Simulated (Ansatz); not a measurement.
**BN: core levels**

Computed with Ansatz 0.2.0 (DFT, PBE, plane-wave PAW, default files, scalar-relativistic, unless a step's input says otherwise).

## 1. The structure to begin with

It takes space group P6_3mc (No. 186, hexagonal). Conventional cell: a = 2.536 Å, b = 2.536 Å, c = 4.199 Å, α = 90.00°, β = 90.00°, γ = 120.00°. Around B (site symmetry 3m) lie 4 N at 1.56 to 1.57 Å. Around N (site symmetry 3m) lie 4 B at 1.56 to 1.57 Å.

Coordinates:

```cif
data_structure
_symmetry_space_group_name_H-M 'P 1'
_symmetry_Int_Tables_number 1
_cell_length_a 2.5360
_cell_length_b 2.5360
_cell_length_c 4.1990
_cell_angle_alpha 90.000
_cell_angle_beta 90.000
_cell_angle_gamma 120.000
_cell_volume 23.39
loop_
_atom_site_label
_atom_site_type_symbol
_atom_site_fract_x
_atom_site_fract_y
_atom_site_fract_z
_atom_site_occupancy
B1 B 0.66667 0.33333 0.00000 1
B2 B 0.33333 0.66667 0.50000 1
N1 N 0.66667 0.33333 0.37500 1
N2 N 0.33333 0.66667 0.87500 1
```

## 2. Relaxing the atoms in the given cell

File input.yaml:

```yaml
crystal:
  lattice:
    - [2.536, 0.0, 0.0]
    - [-1.268, 2.196240424, 0.0]
    - [0.0, 0.0, 4.199]
  atoms:
    - { symbol: B, position: [0.6666666667, 0.3333333333, 0.0] }
    - { symbol: B, position: [0.3333333333, 0.6666666667, 0.5] }
    - { symbol: "N", position: [0.6666666667, 0.3333333333, 0.375] }
    - { symbol: "N", position: [0.3333333333, 0.6666666667, 0.875] }
kpoints:
  mp_grid: { grid: [12, 12, 7] }
scf:
  occupations: { method: fermi_dirac, width: 0.02 }
hamiltonian:
  xc: pbe
  pseudopotentials: { kind: paw }
output:
  forces: true
  stress: true
  populations: true
  efg:
    quadrupole_moments_barn: { B: 0.04059, "N": 0.02044 }
    contact_densities: true
relax:
  f_tol: 0.02
  max_steps: 60
```

Launch:

```console
$ ansatz run input.yaml --threads 1 --pin off --max-ram 2560MiB --backend cpu --events-out ev --progress --plain --runs-dir out
```

What time and memory should one allow on 1 thread of Arm Neoverse V1, shared host?

About 6.3 s, with a peak of 0.32 GiB.
